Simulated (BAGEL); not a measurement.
**Si2H3OF (SMILES F[Si]O[SiH3]): a chain of runs**

Wanted: the energy (HF/def2-SV(P)), then the energy (NEVPT2(2,2)/def2-SV(P)), then the energy (CASPT2(2,2)/def2-SV(P)) of Si2H3OF. 

The calculation is run with BAGEL 1.2.2.

2 further runs of the same task are left out: 2 set aside as unsound or not needed.

### Step 1. The system as given

The species is Si2H3OF (7 atoms), meant as a singlet with charge 0. SMILES: `F[Si]O[SiH3]`. The F1–Si2 distance was set to 4.529 Å, away from the relaxed value. At this shape a bond of the SMILES string is far longer than usual.

Bond lengths: Si2–O3 1.630 Å, O3–Si4 1.657 Å, Si4–H5 1.482 Å, Si4–H6 1.483 Å, Si4–H7 1.483 Å. Angles: Si2–O3–Si4 146.4°, O3–Si4–H5 107.7°, O3–Si4–H6 109.7°, O3–Si4–H7 109.7°, H5–Si4–H6 109.9°, H5–Si4–H7 109.9°, H6–Si4–H7 109.9°.

### Step 2. The energy at HF/def2-SV(P) (density fitting with svp-jkfit) (run 1)

hf.json reads:

```json
{ "bagel": [

{
  "title": "molecule",
  "basis": "def2-sv_p_.json",
  "df_basis": "svp-jkfit",
  "angstrom": true,
  "geometry": [
    { "atom": "F", "xyz": [    2.561682,   -1.224706,    3.709640 ] },
    { "atom": "Si", "xyz": [   -0.428700,   -2.165500,    0.441500 ] },
    { "atom": "O", "xyz": [   -0.538300,   -0.736500,   -0.334600 ] },
    { "atom": "Si", "xyz": [   -0.025600,    0.837100,   -0.406700 ] },
    { "atom": "H", "xyz": [   -0.705100,    1.480700,   -1.555500 ] },
    { "atom": "H", "xyz": [   -0.385700,    1.537800,    0.850000 ] },
    { "atom": "H", "xyz": [    1.444000,    0.875800,   -0.603300 ] }
  ]
},
{
  "title": "hf"
},
{
  "title": "print",
  "file": "orbitals.molden",
  "orbitals": true
}

]}
```

The basis set def2-SV(P) is read from a file made from the Basis Set Exchange's data (not shown).

Launch:

```
BAGEL_NUM_THREADS=1 BAGEL hf.json > hf.out
```

Output:

```text
* using 1 threads per process

  ===============================================================
  ===============================================================

  *** Geometry ***

[... 20 lines left out ...]
  === Nuclear Repulsion ===
   168.9002456732

      * DIIS with orbital gradients will be used.

  === RHF iteration (def2-sv_p_.json) ===
      0       -753.08249063          0.02510303           0.05
      1       -747.88615300          0.04271452           0.05
      2       -753.16467987          0.02063361           0.05
[... 16 lines of this table left out ...]
     19       -753.41278196          0.00000001           0.05
    * SCF iteration converged.

    * Permanent dipole moment:
           (    4.684736,     0.733909,     5.451887) a.u.

    * METHOD: HF                                   1.17

    * METHOD: PRINT                                0.01

  ===============================================================
```

Run time: 1.5 s. Hardware: 1 thread of Arm Neoverse V1, shared host; peak memory 0.15 GiB.

### Step 3. A single-point energy at NEVPT2(2,2)/def2-SV(P) (density fitting with svp-jkfit) (run 2)

calc.json reads:

```json
{ "bagel": [

{
  "title": "molecule",
  "basis": "def2-sv_p_.json",
  "df_basis": "svp-jkfit",
  "angstrom": "true",
  "geometry": [
    { "atom": "F", "xyz": [    2.561682,   -1.224706,    3.709640 ] },
    { "atom": "Si", "xyz": [   -0.428700,   -2.165500,    0.441500 ] },
    { "atom": "O", "xyz": [   -0.538300,   -0.736500,   -0.334600 ] },
    { "atom": "Si", "xyz": [   -0.025600,    0.837100,   -0.406700 ] },
    { "atom": "H", "xyz": [   -0.705100,    1.480700,   -1.555500 ] },
    { "atom": "H", "xyz": [   -0.385700,    1.537800,    0.850000 ] },
    { "atom": "H", "xyz": [    1.444000,    0.875800,   -0.603300 ] }
  ]
},
{ "title": "hf" },
{ "title": "casscf", "nstate": 1, "nact": 2, "nclosed": 23, "active": [24, 26], "maxiter": 200, "natocc": "true" },
{ "title": "nevpt2", "nstate": 1, "nact": 2, "nclosed": 23, "active": [24, 26], "maxiter": 200, "natocc": "true", "ncore": 12 },
{ "title": "print", "file": "orbitals.molden", "orbitals": "true" }

]}
```

The basis set def2-SV(P) is read from a file made from the Basis Set Exchange's data (not shown).

Launch:

```
BAGEL_NUM_THREADS=1 BAGEL calc.json > calc.out
```

Output:

```text
* using 1 threads per process

  ===============================================================
  ===============================================================

  *** Geometry ***

[... 31 lines left out ...]
    * SCF iteration converged.
[... 1 line left out ...]
    * Permanent dipole moment:
[... 27 lines left out ...]
    * Second-order optimization converged. *
[... 9 lines left out ...]
     * ci vector, state   0, <S^2> = 0.0000
[... 3 lines left out ...]
    * METHOD: CASSCF                               5.67

    * freezing 12 orbitals

  === DF-NEVPT2 calculation ===

    * 3-index integral transformation done
    * assembly done

      NEVPT2 correlation energy:   -0.4642121215      0.10

          (+0)     -0.3795861517
          (+0)'    -0.0148567352
          (+1)     -0.0180624043
          (+1)'    -0.0000000000
          (+2)     -0.0000196038
          (-1)     -0.0516616037
          (-1)'     0.0000000000
          (-2)     -0.0000256229

      NEVPT2 total energy:       -753.9807872658

    * METHOD: NEVPT2                               0.19

    * METHOD: PRINT                                0.01

  ===============================================================
```

It took 7.5 s on 1 thread of Arm Neoverse V1, shared host; peak memory 0.15 GiB.

### Step 4. A single-point energy at CASPT2(2,2)/def2-SV(P) (density fitting with svp-jkfit) (run 3)

job.json reads:

```json
{ "bagel": [

{
  "title": "molecule",
  "basis": "def2-sv_p_.json",
  "df_basis": "svp-jkfit",
  "angstrom": "true",
  "geometry": [
    { "atom": "F", "xyz": [    2.561682,   -1.224706,    3.709640 ] },
    { "atom": "Si", "xyz": [   -0.428700,   -2.165500,    0.441500 ] },
    { "atom": "O", "xyz": [   -0.538300,   -0.736500,   -0.334600 ] },
    { "atom": "Si", "xyz": [   -0.025600,    0.837100,   -0.406700 ] },
    { "atom": "H", "xyz": [   -0.705100,    1.480700,   -1.555500 ] },
    { "atom": "H", "xyz": [   -0.385700,    1.537800,    0.850000 ] },
    { "atom": "H", "xyz": [    1.444000,    0.875800,   -0.603300 ] }
  ]
},
{
  "title": "hf"
},
{
  "title": "casscf",
  "nstate": 1,
  "nact": 2,
  "nclosed": 23,
  "active": [24, 26],
  "maxiter": 200,
  "natocc": "true"
},
{
  "title": "print",
  "file": "orbitals.molden",
  "orbitals": "true"
},
{
  "title": "smith",
  "method": "caspt2",
  "ms": "true",
  "xms": "true",
  "sssr": "true",
  "shift": 0.2,
  "shift_imag": "true",
  "ncore": 12
}

]}
```

The basis set def2-SV(P) is read from a file made from the Basis Set Exchange's data (not shown).

Launch:

```
BAGEL_NUM_THREADS=1 BAGEL job.json > job.out
```

Output:

```text
* using 1 threads per process

  ===============================================================
  ===============================================================

  *** Geometry ***

[... 33 lines left out ...]
    * Permanent dipole moment:
[... 37 lines left out ...]
     * ci vector, state   0, <S^2> = 0.0000
[... 21 lines left out ...]
       #      aibj      arbs      arbi      airj      risj      airs      arst      rist         Etot      error   time
[... 7 lines left out ...]
      ------------------------------------------------------------------------------------------------------------------

    * CASPT2 energy : state  0     -753.9872832251
        w/o shift correction       -753.9847380253
        reference weight              0.8717063213

    * METHOD: SMITH                                0.34

  ===============================================================
```

It took 7.5 s on 1 thread of Arm Neoverse V1, shared host; peak memory 0.15 GiB.

### Step 5. Summary of results

```
                                   quantity          value
         run 1, HF/def2-SV(P): total energy  -753.41278 Eh
        run 1, HF/def2-SV(P): dipole moment        18.37 D
          run 1, HF/def2-SV(P): HOMO energy       -6.36 eV
          run 1, HF/def2-SV(P): LUMO energy       -2.20 eV
        run 1, HF/def2-SV(P): HOMO–LUMO gap        4.16 eV
run 2, NEVPT2(2,2)/def2-SV(P): total energy  -753.98079 Eh
run 3, CASPT2(2,2)/def2-SV(P): total energy  -753.98728 Eh
```

In words: One bond (run 1, HF/def2-SV(P)) is far stretched, which a spin-restricted single reference describes badly; a broken-symmetry solution may lie lower.
